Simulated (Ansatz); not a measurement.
# C₂H₅BOSi: basis-set convergence

How large a basis does C₂H₅BOSi need? Two functionals are run in growing sets.

Program: Ansatz 0.2.0, Gaussian basis. Level of theory: one geometry, several basis sets. These are calculated values, not measurements.

Plan: PBE0-D4/def2-SVP; ωB97M-V/def2-SVP; PBE0-D4/def2-QZVPP; ωB97M-V/def2-QZVPP; the functionals' def2-TZVPP values are taken from earlier runs.

**1. The relaxed structure**

All runs share one geometry, relaxed beforehand with PBE0-D4 in a triple-zeta def2 set.

10 atoms, charge 0, spin multiplicity 1.

Atoms are counted from 1 here; the program's logs count them from 0.

Bond lengths: O1–C2 1.143 Å, C2–B3 1.469 Å, B3–C4 1.623 Å, B3–Si5 2.019 Å, B3–H6 1.195 Å, C4–Si5 1.839 Å, C4–H7 1.085 Å, C4–H8 1.086 Å, Si5–H9 1.479 Å, Si5–H10 1.478 Å. Angles: O1–C2–B3 177.9°, C2–B3–C4 119.5°, C2–B3–Si5 101.9°, C2–B3–H6 114.3°, C4–B3–Si5 59.5°, C4–B3–H6 125.3°, Si5–B3–H6 118.6°, B3–C4–Si5 71.0°, B3–C4–H7 113.2°, B3–C4–H8 118.4°, Si5–C4–H7 118.9°, Si5–C4–H8 117.0°, H7–C4–H8 112.4°, B3–Si5–C4 49.5°, B3–Si5–H9 120.8°, B3–Si5–H10 117.9°, C4–Si5–H9 117.3°, C4–Si5–H10 120.9° and more.

**2. PBE0-D4 in def2-SVP**

in.yaml

```yaml
crystal:
  periodic: [false, false, false]
  atoms:
    - {symbol: O, position_ang: [-0.019060, -0.355146, 2.794492]}
    - {symbol: C, position_ang: [0.162085, -0.554380, 1.683991]}
    - {symbol: B, position_ang: [0.432320, -0.772137, 0.256313]}
    - {symbol: C, position_ang: [-0.718423, -0.429561, -0.835952]}
    - {symbol: Si, position_ang: [0.250886, 1.094902, -0.489584]}
    - {symbol: H, position_ang: [1.435073, -1.382484, 0.034159]}
    - {symbol: H, position_ang: [-0.573888, -0.940024, -1.782282]}
    - {symbol: H, position_ang: [-1.755403, -0.438988, -0.514038]}
    - {symbol: H, position_ang: [-0.416236, 2.160694, 0.289006]}
    - {symbol: H, position_ang: [1.285847, 1.566026, -1.433206]}
basis:
  gaussian: {orbitals: def2-SVP}
hamiltonian: {xc: pbe0, dispersion: d4}
output: {orbitals: {seedname: orbitals}}
```

On the command line:

```
$ ansatz run in.yaml --threads 2 --pin off --events-out ev --progress --plain --max-ram 4352MiB
```

After this run come: ωB97M-V in def2-SVP; PBE0-D4 in def2-QZVPP; ωB97M-V in def2-QZVPP.

**Question.** What will the summary of the whole plan be? Wanted: PBE0-D4: double and triple zeta above quadruple; ωB97M-V: double and triple zeta above quadruple.

**Answer**, as computed:

| quantity | value |
| --- | --- |
| PBE0-D4: double and triple zeta above quadruple | 8.81, 0.53 eV |
| ωB97M-V: double and triple zeta above quadruple | 9.01, 0.49 eV |

For PBE0-D4 the step from double to triple zeta gains 8.28 eV and the next only 0.53 eV. These are total energies; as a rule much of such shifts cancels in differences, which this series doesn't test.
